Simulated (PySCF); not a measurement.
**Si2H4ClF (SMILES F[SiH]([SiH3])Cl) at HF/def2-TZVP (density fitting with cc-pvdz-jkfit)**

Aim: the vertical ionisation energy of Si2H4ClF at HF/def2-TZVP (density fitting with cc-pvdz-jkfit), from 2 runs. Input form: a Python script.

The calculation is run with PySCF 2.14.0.

2 further runs of the same task are left out: 2 set aside as unsound or not needed.

## (1) The molecule

Si2H4ClF has 8 atoms, charge 0, and is taken as a singlet. SMILES: `F[SiH]([SiH3])Cl`. Geometry: relaxed at PBE0-D4/def2-TZVP.

Bond lengths: F1–Si2 1.597 Å, Si2–Si3 2.339 Å, Si2–Cl4 2.049 Å, Si2–H5 1.481 Å, Si3–H6 1.487 Å, Si3–H7 1.486 Å, Si3–H8 1.485 Å. Some angles: F1–Si2–Si3 109.8°, F1–Si2–Cl4 107.9°, Si3–Si2–Cl4 109.0°, F1–Si2–H5 107.2°, Si3–Si2–H5 115.4°, Cl4–Si2–H5 107.3°, Si2–Si3–H6 110.0°, Si2–Si3–H7 108.3°, Si2–Si3–H8 109.2°, H6–Si3–H7 109.5°.

## (2) The energy at HF/def2-TZVP (density fitting with cc-pvdz-jkfit)

calc.py reads:

```python
from pyscf import gto

mol = gto.Mole()
mol.atom = [
    ('F', (-1.329000, 1.796800, 0.161200)),
    ('Si', (-0.382900, 0.812800, -0.667700)),
    ('Si', (0.539000, -0.793000, 0.761300)),
    ('Cl', (-1.534100, -0.130100, -2.075900)),
    ('H', (0.596600, 1.655400, -1.392300)),
    ('H', (1.355700, -0.131100, 1.812300)),
    ('H', (1.403500, -1.693800, -0.044400)),
    ('H', (-0.556600, -1.574100, 1.389600)),
]
mol.max_memory = 1860
mol.verbose = 3
mol.charge = 0
mol.basis = 'def2-tzvp'
mol.spin = 0
mol.build()

mf = mol.RHF()
mf = mf.density_fit(auxbasis='cc-pvdz-jkfit')
mf.conv_tol = 1e-10
mf.kernel()
if not mf.converged:
    mf = mf.newton().run(mf.mo_coeff, mf.mo_occ)

etot = mf.e_tot
print('E(%s) = %.9f' % ('HF', etot))
```

On the command line:

```sh
$ OMP_NUM_THREADS=1 python calc.py
```

The log of the run:

```text
converged SCF energy = -1139.32772948549
E(HF) = -1139.327729485
```

Wall time 3.3 s (1 thread of Arm Neoverse V2, shared host); peak memory 0.23 GiB.

## (3) The doublet cation, same level

calc.py reads:

```python
from pyscf import gto, scf

mol = gto.M(
    atom='''
F   -1.329000   1.796800   0.161200
Si  -0.382900   0.812800  -0.667700
Si   0.539000  -0.793000   0.761300
Cl  -1.534100  -0.130100  -2.075900
H    0.596600   1.655400  -1.392300
H    1.355700  -0.131100   1.812300
H    1.403500  -1.693800  -0.044400
H   -0.556600  -1.574100   1.389600
''',
    spin=1,
    max_memory=1860,
    verbose=3,
    charge=1,
    basis='def2-tzvp',
)

calc0 = scf.UHF(mol)
calc0 = calc0.density_fit(auxbasis='cc-pvdz-jkfit')
calc0.conv_tol = 1e-10
calc0.kernel()
if not calc0.converged:
    calc0 = calc0.newton().run(calc0.mo_coeff, calc0.mo_occ)

e_tot = calc0.e_tot
print(f'total energy: {e_tot:.8f} hartree')
```

On the command line:

```sh
$ OMP_NUM_THREADS=1 python calc.py
```

The log of the run:

```text
converged SCF energy = -1138.95232634511  <S^2> = 0.76948967  2S+1 = 2.0193956
total energy: -1138.95232635 hartree
```

It took 9.6 s on 1 thread of Arm Neoverse V2, shared host; peak memory 0.25 GiB.

## (4) Results

Level: HF/def2-TZVP (density fitting with cc-pvdz-jkfit).

| quantity | value |
| --- | --- |
| singlet Si2H4ClF: total energy | -1139.32773 Eh |
| singlet Si2H4ClF: dipole moment | 1.81 D |
| singlet Si2H4ClF: HOMO energy | -11.29 eV |
| singlet Si2H4ClF: LUMO energy | 2.67 eV |
| singlet Si2H4ClF: HOMO–LUMO gap | 13.97 eV |
| doublet cation: total energy | -1138.95233 Eh |
| doublet cation: HOMO energy (highest over α and β) | -18.12 eV |
| doublet cation: LUMO energy (lowest over α and β) | -9.10 eV |
| doublet cation: ⟨S²⟩ | 0.769 |
| vertical ionisation energy (to the doublet cation) | 10.215 eV |

In words: The vertical ionisation energy comes to 10.22 eV (986 kJ/mol). The negative HOMO energy of the first species, 11.29 eV, lies 1.08 eV above that difference. Mulliken charges (singlet Si2H4ClF) run from -0.40 on F1 to +0.74 on Si2. Mulliken charges (doublet cation) run from -0.32 on F1 to +0.76 on Si2; they depend strongly on the basis.
